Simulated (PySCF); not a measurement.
The system is CFH3, in a box.

```
C F H
1.0
    12.00000    0.00000    0.00000
     0.00000   11.00000    0.00000
     0.00000    0.00000   11.00000
C F H
1 1 3
Direct
  0.48955 0.50101 0.49386
  0.58495 0.43343 0.47782
  0.41722 0.44103 0.48788
  0.48504 0.57039 0.42297
  0.49212 0.54425 0.58321
```

Base run:

* Program: PySCF 2.14.0
* Functional: PBE
* Potentials or basis: cc-pvdz (all-electron)
* k mesh: 1 × 1 × 1
* Occupations: fixed
* Spin: no spin polarisation

Its results: gap between the frontier levels 8.86 eV.

Question: The run is repeated on the same cell with these changes: functional from PBE to TM. What comes out?

Answer: Gap between the frontier levels 9.43 eV.

TM gives the wider gap, since meta-GGAs in the generalised Kohn-Sham scheme recover part of the derivative discontinuity.

Caveats: this is a molecule in a periodic box at the Γ point, so its band gap is the HOMO-LUMO gap; the basis of atomic orbitals isn't converged, which shifts pressures, moduli and gaps.

